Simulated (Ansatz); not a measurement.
# Ge₂H₂+ (doublet): from Hartree-Fock to the top rungs, cc-pVDZ

One table from this session's results is given with a row withheld; the runs are named, their logs left out.

Program: Ansatz 0.2.0, Gaussian basis. Level of theory: cc-pVDZ, core rule «outside noble gas», up to 28 orbitals frozen. These are calculated values, not measurements.

To be run: UHF; CCSD(T) on ROHF; CCSD(T) on UHF; BCCD(T) on ROHF; CISD; CCSDT(Q) on ROHF; CCSDT(Q) on UHF; CCSDTQ on ROHF; CASSCF and MRCISD+Q, 9 electrons in 10 orbitals; CASSCF and NEVPT2, 9 electrons in 10 orbitals.

6 further runs of the same task are left out: 6 set aside as unsound or not needed.

## The system

The geometry is a PBE0/def2-TZVP stationary point (not a proven minimum) of the parent state, kept for this charge and spin. No spin-orbit coupling is included. The filled d shell of Ge may be among the frozen orbitals whatever the setting's name suggests; the logs give the count.

4 atoms, charge 1, spin multiplicity 2.

Atoms are counted from 1 here; the program's logs count them from 0.

Bond lengths: Ge1–Ge2 2.407 Å, Ge1–H3 1.581 Å, Ge2–H4 1.581 Å. Angles: Ge2–Ge1–H3 103.7°, Ge1–Ge2–H4 103.7°.

Set-up of the first run:

in.yaml reads:

```yaml
crystal:
  periodic: [false, false, false]
  atoms:
    - {symbol: Ge, position_ang: [0.000000, -0.062489, 1.201709]}
    - {symbol: Ge, position_ang: [0.000000, 0.062489, -1.201709]}
    - {symbol: H, position_ang: [0.000000, 1.452439, 1.654456]}
    - {symbol: H, position_ang: [0.000000, -1.452439, -1.654456]}
basis:
  gaussian: {orbitals: cc-pVDZ}
total_charge: 1
magnetization: {spin_polarized: true, initial_magnetization: 1}
hamiltonian: {xc: hf}
output: {orbitals: {seedname: orbitals}}
```

The run is started by

```bash
$ ansatz run in.yaml --threads 1 --pin off --events-out ev --progress --plain --max-ram 4096MiB --backend cpu
```

Steps of the session up to this table: UHF; CCSD(T) on ROHF; CCSD(T) on UHF; BCCD(T) on ROHF; CISD; CCSDT(Q) on ROHF; CCSDT(Q) on UHF; CCSDTQ on ROHF; CASSCF and MRCISD+Q, 9 electrons in 10 orbitals; CASSCF and NEVPT2, 9 electrons in 10 orbitals.

One of the session's tables, all rows but one given; the rest of the session is left out.

| method | from RCCSDTQ (kJ/mol) |
| --- | --- |
| RMP2 | +126.3 |
| UMP2 | +126.9 |
| CISD | +79.5 |
| RCCSD | +30.4 |
| UCCSD | ? |
| RCCSD(T) | +7.1 |
| UCCSD(T) | +7.0 |
| BCCD(T) | +7.7 |
| RCCSDT | +2.0 |
| UCCSDT | +1.8 |
| RCCSDT(Q) | +0.1 |
| UCCSDT(Q) | -0.2 |
| RCCSDTQ | 0 |
| CASSCF valence | +251.0 |
| NEVPT2 valence | +63.1 |
| MRCISD valence | +14.6 |
| MRCISD+Q valence | +0.7 |

Q: Estimate the row for UCCSD from the others.

**Answer.** from RCCSDTQ (kJ/mol): +30.0. In the column «from RCCSDTQ (kJ/mol)» it lies between MRCISD valence (+14.6) and RCCSD (+30.4).

Caveats from the session: Left out of the table: ROHF, UHF (another determinant or state than the rows shown). Restricted and unrestricted rows rest on different reference determinants; where their highest levels disagree by more than a few hundredths of an eV, they describe different states and don't form one ladder.
